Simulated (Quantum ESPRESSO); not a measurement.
**HfGe: zone-centre phonons under several settings**

```
CELL_PARAMETERS angstrom
3.50084 0.00000 0.00000
0.00000 3.50084 0.00000
0.00000 0.00000 3.50084
ATOMIC_POSITIONS crystal
Hf 0.00000 0.00000 0.00000
Ge 0.50000 0.50000 0.50000
```

The cell was built by a generator and needn't be a form met in nature.

All runs used Quantum ESPRESSO 7.5; k mesh 8 × 8 × 8; relaxed cell; no spin polarisation; cutoff 1061 eV; occupations cold, width 0.2 eV.

```csv
level,potentials,volume (Å³/atom),lowest optical mode without the field (cm⁻¹)
LDA,PseudoDojo 0.4.1 SR LDA standard,?,?
PBE,PseudoDojo 0.4.1 SR PBE standard,18.85,148
PBEsol,PseudoDojo 0.4.1 SR PBEsol standard,18.13,155
PW91,PseudoDojo 0.4.1 SR PBE standard,18.83,143
BLYP,PseudoDojo 0.4.1 SR PBE standard,19.64,127
AM05,PseudoDojo 0.4.1 SR PBE standard,18.09,160
vdW-DF-cx,PseudoDojo 0.4.1 SR PBE standard,18.21,159
```

**Question.** What stands in the row left open?

**Answer.** Volume 17.39 Å³/atom; lowest optical mode without the field 161 cm⁻¹.

Caveats: the mesh is thin for the phonons of a metal; the volume moved by over 15 % at a fixed basis, so the end points are rough (some runs); the potentials were made for another functional, which shifts forces and pressure (some runs); before the sum rule the acoustic modes lie tens of cm⁻¹ from zero, a sign that the density grid also shifts the optical modes (some runs).

For the row left open. Caveat: the mesh is thin for the phonons of a metal; the volume moved by over 15 % at a fixed basis, so the end points are rough.
